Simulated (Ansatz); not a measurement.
# C2H5GaO: basis-set convergence

How large a basis does C2H5GaO need? Two functionals are run in growing sets.

Computed with Ansatz 0.2.0, Gaussian basis. Level: one geometry, several basis sets.

The runs, in order: PBE0-D4/def2-SVP; ωB97M-V/def2-SVP; PBE0-D4/def2-QZVPP; ωB97M-V/def2-QZVPP; the functionals' def2-TZVPP values are taken from earlier runs.

## (1) The relaxed structure

An earlier PBE0-D4 in a triple-zeta def2 set relaxation fixed the geometry.

SMILES `C=[C](O)[GaH2]`, 9 atoms, charge 0, spin multiplicity 1.

Atoms are counted from 1 here; the program's logs count them from 0.

Bond lengths: C1–C2 1.337 Å, C1–H5 1.087 Å, C1–H6 1.082 Å, C2–O3 1.367 Å, C2–Ga4 1.961 Å, O3–H7 0.960 Å, Ga4–H8 1.575 Å, Ga4–H9 1.562 Å. Angles: C2–C1–H5 121.9°, C2–C1–H6 120.0°, H5–C1–H6 118.1°, C1–C2–O3 118.6°, C1–C2–Ga4 119.2°, O3–C2–Ga4 122.2°, C2–O3–H7 109.7°, C2–Ga4–H8 117.6°, C2–Ga4–H9 119.3°, H8–Ga4–H9 123.1°.

## (2) PBE0-D4 in def2-SVP

File in.yaml:

```yaml
crystal:
  periodic: [false, false, false]
  atoms:
    - {symbol: C, position_ang: [-0.178044, 1.328452, -0.662716]}
    - {symbol: C, position_ang: [0.315992, 0.132553, -0.325946]}
    - {symbol: O, position_ang: [1.452139, -0.304663, -0.947616]}
    - {symbol: Ga, position_ang: [-0.607119, -0.934063, 1.036517]}
    - {symbol: H, position_ang: [0.297409, 1.955878, -1.411856]}
    - {symbol: H, position_ang: [-1.076115, 1.697468, -0.185560]}
    - {symbol: H, position_ang: [1.691307, -1.170720, -0.610881]}
    - {symbol: H, position_ang: [0.006728, -2.336323, 1.405739]}
    - {symbol: H, position_ang: [-1.902287, -0.368591, 1.702329]}
basis:
  gaussian: {orbitals: def2-SVP}
hamiltonian: {xc: pbe0, dispersion: d4}
output: {orbitals: {seedname: orbitals}}
```

The run is started by

```sh
ansatz run in.yaml --threads 2 --pin off --events-out ev --progress --plain --max-ram 4352MiB
```

After this run come: ωB97M-V in def2-SVP; PBE0-D4 in def2-QZVPP; ωB97M-V in def2-QZVPP.

Before running them: what should the planned runs give, taken together? Wanted: PBE0-D4: double and triple zeta above quadruple; ωB97M-V: double and triple zeta above quadruple.

The runs gave:

```
                                       quantity           value
PBE0-D4: double and triple zeta above quadruple  13.03, 1.43 eV
ωB97M-V: double and triple zeta above quadruple  13.16, 1.39 eV
```

In words: PBE0-D4 gains 11.60 eV from double to triple zeta, then 1.43 eV more. Total energies overstate the basis error of differences, where much of it tends to cancel.
